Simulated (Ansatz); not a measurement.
What does this script print? It uses the Python package of Ansatz (0.2.0).

Script `md_f2h4si2.py`:
```python
"""A short Born-Oppenheimer trajectory of F2H4Si2."""

from dataclasses import dataclass

import ansatz as az
import numpy as np


@dataclass(frozen=True)
class RunConfig:
    basis_set: str = "6-31G*"
    functional: str = "b3lyp"
    n_steps: int = 30
    temperature_k: int = 800


opts = RunConfig()

GEOMETRY = """
F     1.02720   -1.09600    1.78190
Si    1.03850   -0.35490    0.32520
F     1.61030   -1.40760   -0.73640
Si   -0.98070    0.36780   -0.33830
H     1.97890    0.79630    0.39140
H    -1.61680    1.36700    0.62280
H    -0.97880    1.02400   -1.66450
H    -1.98650   -0.75360   -0.43790
"""

system = az.Crystal.molecule()
for line in GEOMETRY.strip().splitlines():
    symbol, *xyz = line.split()
    system = system.atom(symbol, [float(v) for v in xyz])

calc = (
    system.calculation()
    .basis(gaussian=opts.basis_set)  # atom-centred Gaussian functions
    .functional(opts.functional)
    .md("nve", timestep=1.0, steps=opts.n_steps, temperature=opts.temperature_k, initial_velocities="maxwell_boltzmann", seed=8)
)
frames = []
calc.session().plan().execute(on_event=lambda e: frames.append(e["data"]) if e["event"] == "md_step" else None)
print("t (fs)   E_pot (eV)      E_kin (eV)   T (K)   d(0-1) (A)")
for f in frames[::1]:
    xyz = np.array(f["positions_ang"])
    print(f"{f['time_fs']:6.2f} {f['lagrangian_ev']:14.5f} {f['e_kin_ev']:10.5f} {f['temperature_k']:8.1f} {np.linalg.norm(xyz[0] - xyz[1]):9.4f}")
kept = np.array([f["conserved_ev"] for f in frames])
print(f"conserved energy moves by at most {1000 * np.ptp(kept):.3f} meV")
```

Running `python md_f2h4si2.py` prints:
```text
t (fs)   E_pot (eV)      E_kin (eV)   T (K)   d(0-1) (A)
  0.00   -21257.06126    0.62045    800.0    1.6344
  1.00   -21257.01687    0.57652    743.4    1.6373
  2.00   -21256.95004    0.51087    658.7    1.6392
  3.00   -21256.87911    0.44108    568.7    1.6401
  4.00   -21256.82141    0.38363    494.6    1.6397
  5.00   -21256.78112    0.34277    442.0    1.6381
  6.00   -21256.75043    0.31163    401.8    1.6353
  7.00   -21256.72243    0.28387    366.0    1.6314
  8.00   -21256.70001    0.26217    338.0    1.6264
  9.00   -21256.69327    0.25599    330.1    1.6206
 10.00   -21256.71041    0.27309    352.1    1.6143
 11.00   -21256.75105    0.31314    403.8    1.6075
 12.00   -21256.80620    0.36745    473.8    1.6006
 13.00   -21256.86263    0.42304    545.5    1.5938
 14.00   -21256.90711    0.46688    602.0    1.5873
 15.00   -21256.92980    0.48941    631.0    1.5815
 16.00   -21256.92827    0.48837    629.7    1.5764
 17.00   -21256.91007    0.47109    607.4    1.5722
 18.00   -21256.88859    0.45019    580.5    1.5692
 19.00   -21256.87204    0.43338    558.8    1.5674
 20.00   -21256.85654    0.41720    537.9    1.5669
 21.00   -21256.83216    0.39254    506.1    1.5679
 22.00   -21256.79474    0.35559    458.5    1.5703
 23.00   -21256.75146    0.31327    403.9    1.5742
 24.00   -21256.71692    0.27959    360.5    1.5794
 25.00   -21256.70449    0.26749    344.9    1.5859
 26.00   -21256.71940    0.28211    363.7    1.5933
 27.00   -21256.75721    0.31920    411.6    1.6015
 28.00   -21256.80669    0.36781    474.2    1.6103
 29.00   -21256.85426    0.41466    534.7    1.6192
 30.00   -21256.88939    0.44965    579.8    1.6281
conserved energy moves by at most 3.810 meV
```

Reading the output:
- These settings explore the input space; basis and method may be short of convergence.
- The trajectory is only some femtoseconds long, so its temperature is not equilibrated; where the script doesn't relax first, it starts from a rough generated geometry.
- b3lyp holds the VWN-RPA fit, as in Gaussian; the form of ORCA and Turbomole is b3lyp5.
- The temperature counts the internal degrees of freedom alone.
- With hydrogen a step over 0.5 fs is long.
- Run time: 82 s on 1 thread of Intel(R) Xeon(R) Platinum 8375C CPU @ 2.90GHz (Ice Lake) (shared host), peak memory 0.22 GiB.

(Lines on the test bed's own set-up are left out of the output.)
